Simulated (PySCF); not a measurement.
# [FeI2]+: quartet, from a linear start

Where does quartet [FeI2]+ go from a linear start, is the end point a minimum, and what are its modes, charges and moments?

The runs use PySCF 2.14.0; PBE0, basis Fe def2-SVP, I def2-SVP with ECP28, scalar-relativistic core potentials, no spin–orbit coupling, density fitting.

### 1 The system as given

3 atoms, charge 1, spin multiplicity 4.

Bond lengths: Fe1–I2 2.440 Å, Fe1–I3 2.440 Å. Angles: I2–Fe1–I3 180.0°.

Z-matrix (Å, degrees; charge 1 multiplicity 4):
```
Fe
I  1 2.4402
I  1 2.4402 2 180.00
```

### 2 The SCF at the typed geometry

The steps below are one call of a driver around PySCF. For each, scf.py gives the equivalent set-up of the SCF; relaxations use the driver's own optimiser. After this first run the driver tries any further starts and a stability analysis.

scf.py reads:

```python
from pyscf import gto, scf, dft
mol = gto.M(atom='''
Fe     0.000000     0.000000     0.000000
I      0.000000     0.000000     2.440200
I      0.000000     0.000000    -2.440200''',
    basis={'Fe': 'def2-SVP', 'I': 'def2-SVP'},
    ecp={'I': 'def2-SVP'},
    charge=1, spin=3)
mf = dft.UKS(mol, xc='PBE0')
mf.grids.atom_grid = (50, 194)
aux = {'Fe': 'def2-universal-JKFIT', 'I': 'def2-universal-JKFIT'}
mf = mf.density_fit(auxbasis=aux)
mf.conv_tol = 1e-08
mf.diis_space = 10
mf.max_cycle = 60
mf.init_guess = 'minao'
mf.verbose = 4
mf.kernel()
```

Run with:

```bash
OMP_NUM_THREADS=2 python axn.py task.json out
```

Log, shortened:

```text
[... the frontier levels of the middle cycles are left out ...]
init E= -1795.23997519518
[... the frontier-level lines of each cycle are left out ...]
cycle= 1 E= -1840.31589037925  delta_E= -45.1  |g|= 4.62  |ddm|= 8.91
cycle= 2 E= -1775.844743316  delta_E= 64.5  |g|= 10.8  |ddm|= 13.3
cycle= 3 E= -1840.63945228333  delta_E= -64.8  |g|= 4.34  |ddm|= 7.77
cycle= 4 E= -1846.89280614346  delta_E= -6.25  |g|= 2.74  |ddm|= 7.82
cycle= 5 E= -1848.4677365721  delta_E= -1.57  |g|= 3.94  |ddm|= 6.84
cycle= 6 E= -1848.36455624464  delta_E= 0.103  |g|= 3.97  |ddm|= 0.396
cycle= 7 E= -1848.31513314418  delta_E= 0.0494  |g|= 3.98  |ddm|= 0.0168
cycle= 8 E= -1847.17145106171  delta_E= 1.14  |g|= 3.99  |ddm|= 0.607
cycle= 9 E= -1847.11365564765  delta_E= 0.0578  |g|= 3.99  |ddm|= 0.0354
cycle= 10 E= -1848.66233084708  delta_E= -1.55  |g|= 3.94  |ddm|= 0.854
cycle= 11 E= -1848.70516766173  delta_E= -0.0428  |g|= 3.94  |ddm|= 0.202
cycle= 12 E= -1848.6978735081  delta_E= 0.00729  |g|= 3.92  |ddm|= 0.388
cycle= 13 E= -1850.77066187615  delta_E= -2.07  |g|= 3.64  |ddm|= 0.865
cycle= 14 E= -1850.2011996074  delta_E= 0.569  |g|= 3.74  |ddm|= 0.718
[... 15 cycles left out ...]
cycle= 30 E= -1858.46419636657  delta_E= -7.52e-05  |g|= 0.0025  |ddm|= 0.0261
cycle= 31 E= -1858.46433209607  delta_E= -0.000136  |g|= 0.00175  |ddm|= 0.0548
cycle= 32 E= -1858.46437534644  delta_E= -4.33e-05  |g|= 0.0015  |ddm|= 0.0214
cycle= 33 E= -1858.46445690483  delta_E= -8.16e-05  |g|= 0.00115  |ddm|= 0.0708
cycle= 34 E= -1858.46446643061  delta_E= -9.53e-06  |g|= 0.000696  |ddm|= 0.0113
cycle= 35 E= -1858.46447563774  delta_E= -9.21e-06  |g|= 0.000326  |ddm|= 0.0197
cycle= 36 E= -1858.46447736139  delta_E= -1.72e-06  |g|= 0.000251  |ddm|= 0.00895
cycle= 37 E= -1858.46447744175  delta_E= -8.04e-08  |g|= 0.000208  |ddm|= 0.00426
cycle= 38 E= -1858.46447752927  delta_E= -8.75e-08  |g|= 4.27e-05  |ddm|= 0.00198
cycle= 39 E= -1858.46447754123  delta_E= -1.2e-08  |g|= 3.63e-05  |ddm|= 0.000425
cycle= 40 E= -1858.46447755561  delta_E= -1.44e-08  |g|= 3.24e-05  |ddm|= 0.000407
cycle= 41 E= -1858.46447757406  delta_E= -1.85e-08  |g|= 2.29e-05  |ddm|= 0.0006
cycle= 42 E= -1858.46447758475  delta_E= -1.07e-08  |g|= 1.64e-05  |ddm|= 0.00054
cycle= 43 E= -1858.46447758912  delta_E= -4.37e-09  |g|= 1.26e-05  |ddm|= 0.000357
Extra cycle  E= -1858.46447758972  delta_E= -6.01e-10  |g|= 2.4e-05  |ddm|= 5.32e-05
converged SCF energy = -1858.46447758972  <S^2> = 4.6408611  2S+1 = 4.4230583
```

This step, with its further starts and checks, needed 43 s of wall time on 2 threads of Arm Neoverse V2, shared host.

Energies from each starting density:

| start | energy (Eh) |
| --- | --- |
| the minimal-basis guess | -1858.464478 |
| a thermally smeared density | -1858.505570 |
| a smeared PBE density | -1858.499529 |

The first run landed in a state that is too high. Following the other starts and the instabilities gains 118.2 kJ/mol (-1858.50951 Eh), and the work goes on from there.

### 3 Relaxation: linear start, quartet

The program finds D∞h symmetry in the start, which this walk keeps.

Edit scf.py of step 2 so:

```diff
@@ -16 +15,0 @@
-mf.init_guess = 'minao'
```

Steps of the walk:

| step | energy (Eh) | change (kJ/mol) | largest symmetric gradient (Eh/bohr) |
| --- | --- | --- | --- |
| 0 | -1858.509508 | 0.00 | 0.01325 |
| 1 | -1858.510699 | -3.13 | 0.00703 |
| 2 | -1858.511211 | -4.47 | 0.00081 |
| 3 | -1858.511218 | -4.49 | 0.00005 |

The walk took 16 s.

Geometry (Å) and forces (eV/Å) at some steps:

```
step 0
Fe   0.000   0.000   0.000   0.000   0.000   0.000
I    0.000   0.000   2.440   0.000   0.000   0.681
I    0.000   0.000  -2.440   0.000   0.000  -0.682
step 1
Fe   0.000   0.000   0.000   0.000   0.000   0.000
I    0.000   0.000   2.471   0.000   0.000   0.362
I    0.000   0.000  -2.471   0.000   0.000  -0.362
step 2
Fe   0.000   0.000   0.000   0.000   0.000   0.000
I    0.000   0.000   2.507   0.000   0.000   0.042
I    0.000   0.000  -2.507   0.000   0.000  -0.042
step 3
Fe   0.000   0.000   0.000   0.000   0.000   0.001
I    0.000   0.000   2.511   0.000   0.000   0.002
I    0.000   0.000  -2.511   0.000   0.000  -0.003
```

It settles in D∞h symmetry, 4.5 kJ/mol below the start, after 3 steps: Fe–I 2.511 Å (×2); I–Fe–I 180.0°.

### 4 Frequencies

On the finer grid the gradient is checked again; gradients at displacements of ±0.02 bohr then give force constants and infrared intensities.

Edit scf.py of step 3 so:

```diff
@@ -3,3 +3,3 @@
-Fe     0.000000     0.000000     0.000000
-I      0.000000     0.000000     2.440200
-I      0.000000     0.000000    -2.440200''',
+Fe    -0.000000     0.000000    -0.000000
+I      0.000000    -0.000000     2.511074
+I     -0.000000     0.000000    -2.511074''',
@@ -10 +10 @@
-mf.grids.atom_grid = (50, 194)
+mf.grids.atom_grid = (75, 302)
@@ -13 +13 @@
-mf.conv_tol = 1e-08
+mf.conv_tol = 1e-10
```

This SCF starts from the last density.

Log of the central SCF (cycles and frontier levels):

```text
init E= -1858.51107892389
[... the frontier-level lines of each cycle are left out ...]
cycle= 1 E= -1858.51107892388  delta_E= 7.28e-12  |g|= 2.66e-06  |ddm|= 7.77e-06
Extra cycle  E= -1858.51107892374  delta_E= 1.43e-10  |g|= 1.18e-05  |ddm|= 3.2e-05
converged SCF energy = -1858.51107892374  <S^2> = 4.6078723  2S+1 = 4.4081163
```

The whole step took 36 s.

Geometry: D∞h; Fe–I 2.511 Å (×2); I–Fe–I 180.0°.

Harmonic modes (main isotopes):

```csv
ω (cm⁻¹),IR (km/mol)
37,7.4
42,7.2
135,0.0
238,143
```

All wavenumbers are real: a minimum.

The SCF density has lower symmetry than the nuclear frame, so the modes carry no labels; pairs that should be degenerate can split.

Properties at this point:

| Property | Result |
| --- | --- |
| Dipole moment about the centre of mass | 0.00 D |
| Highest occupied level | -12.49 eV |
| Lowest empty level | -11.36 eV |
| Rotational constants | 0.01053 cm⁻¹ |
| Zero-point energy | 2.7 kJ/mol |
| Principal polarisabilities | 42.6, 42.9, 356.0 bohr³ |
| Principal traceless quadrupole moments about the centre of mass | -11.68, -7.09, 18.77 D Å |
| Entropy at 298.15 K and 1 bar (electronic part: spin only) | 340.5 J/(mol K) |
| Heat capacity Cp at 298.15 K | 61.2 J/(mol K) |
| Enthalpy at 298.15 K above 0 K | 16.25 kJ/mol |
| Rotational symmetry number | 2 |
| Spin squared ⟨S²⟩ | 4.608 |

Populations by atom (charges in e):

```json
{"atom": "Fe1", "Mulliken": "0.64", "Löwdin": "0.51", "polar tensor": "-0.29", "spin (Mulliken)": "3.96", "Mayer order to Fe1": "–"}
{"atom": "I2,3", "Mulliken": "0.18", "Löwdin": "0.25", "polar tensor": "0.65", "spin (Mulliken)": "-0.48", "Mayer order to Fe1": "1.12"}
```

Outer orbital energies (eV). α occupied: -17.91, -17.41, -16.24, -14.67, -14.07, -13.18, -12.83, -12.49; empty: -11.36, -6.39, -4.74, -4.69. β occupied: -24.95, -15.42, -14.17, -13.93, -13.93, -13.80, -13.39, -13.19; empty: -9.04, -8.64, -8.44, -7.36.

Mulliken populations on Fe1: s 6.54, p 12.58, d 6.23, f 0.00.

### 5 Fields at the lowest minimum

The plane holds Fe1 at (0.00, 0.00), I2 at (2.51, 0.00), I3 at (-2.51, 0.00) Å. Columns run from x = -4.65 to 4.95 Å, rows from y = 2.25 (top) to -1.95 Å, in steps of 0.3 Å. Electrons inside core potentials are absent.

Density (cut at 5 e/Å³):

Ten steps from '0' (0.000 e/Å³) to '9' (5.000 e/Å³), finer at the low end (step k begins (100^(k/10) - 1)/99 of the way up):
```
000000000000000000000000000000000
000000000000000000000000000000000
000001111111000000001111111000000
000112333321111111111233332110000
001134555433222332223345554311000
001245777654335665334567775421000
001357999865458998545689997531000
012469999965469999645699999642100
012469999965469999645699999642100
001357999865458998545689997531000
001245777654335665334567775421000
001134555433222332223345554311000
000112333321111111111233332110000
000001111111000000001111111000000
000000000000000000000000000000000
```

ELF (0 where the density is under 0.005 e/Å³):

Ten even steps from '0' (0.00) to '9' (0.81):
```
000002332110000000000112332000000
000235554322210000122234555320000
002467887654310000134567887642000
013689999876410000146789999863100
025899877898411111148987789985200
137996333589412442149853336997310
148983697269316996139627963898410
148964909538239119328359094698410
148964909538239119328359094698410
148983697269316996139627963898410
137996333589412442149853336997310
025899877898411111148987789985200
013689999876410000146789999863100
002467887654310000134567887642000
000235554322210000122234555320000
```

Electrostatic potential (cut at 20 V):

Ten steps from '0' (2.95 V) to '9' (20.00 V), finer at the low end (step k begins (100^(k/10) - 1)/99 of the way up):
```
123344445555556666555555444433210
233445555555666666665555555443321
334556666666677777766666666554332
345567788777778888777778877655432
445678999987789999877899998765443
456799999998899999988999999976543
456899999999999999999999999986543
457899999999999999999999999987543
457899999999999999999999999987543
456899999999999999999999999986543
456799999998899999988999999976543
445678999987789999877899998765443
345567788777778888777778877655432
334556666666677777766666666554332
233445555555666666665555555443321
```

Values on the line from Fe1 (at 0) through I2 (at 2.511 Å):

| distance (Å) | density (e/Å³) | ELF | electrostatic potential (V) | spin density (e/Å³) |
| --- | --- | --- | --- | --- |
| -0.88 | 0.636 | 0.153 | 24.4 | 0.153 |
| 0.75 | 1.23 | 0.294 | 33.6 | 0.382 |
| 1.00 | 0.46 | 0.179 | 19.4 | 0.055 |
| 1.26 | 0.516 | 0.649 | 17.1 | -0.00207 |
| 1.51 | 0.795 | 0.571 | 25.3 | -0.0185 |
| 1.76 | 1.73 | 0.219 | 53.3 | -0.0181 |
| 3.39 | 1 | 0.391 | 34.2 | -0.00217 |
| 3.64 | 0.433 | 0.743 | 16.7 | -0.000614 |
| 3.89 | 0.177 | 0.782 | 9.68 | -0.000303 |

Making the fields took 1.4 s.

### 6 Summary of results

```
                                          quantity                             value
                                           minimum   broken-symmetry (Ms = 3/2), D∞h
                                          geometry  Fe–I 2.511 Å (×2); I–Fe–I 180.0°
                                wavenumbers (cm⁻¹)                  37, 42, 135, 238
                    dipole moment (centre of mass)                            0.00 D
highest occupied, lowest empty level (either spin)                 -12.49, -11.36 eV
                        polar-tensor charge of Fe1                           -0.29 e
                                 zero-point energy                        2.7 kJ/mol
                               entropy at 298.15 K                   340.5 J/(mol K)
                                              ⟨S²⟩                             4.608
```

In words: The molecule stays D∞h, as typed, and the end point is a minimum. The determinant is spin-contaminated (⟨S²⟩ = 4.61 against 3.75), so it is no pure spin state. In the infrared the band at 238 cm⁻¹ leads. The first SCF alone would have been 118 kJ/mol too high. Other starts or spin states, not run here, may lie lower. The SCF density has lower symmetry than the nuclear frame. One determinant may miss the lowest occupation of an open d or f shell. Spin–orbit coupling, left out here, can matter for elements this heavy.

The search up to here needed 95 s of wall time on 2 threads of Arm Neoverse V2, shared host.
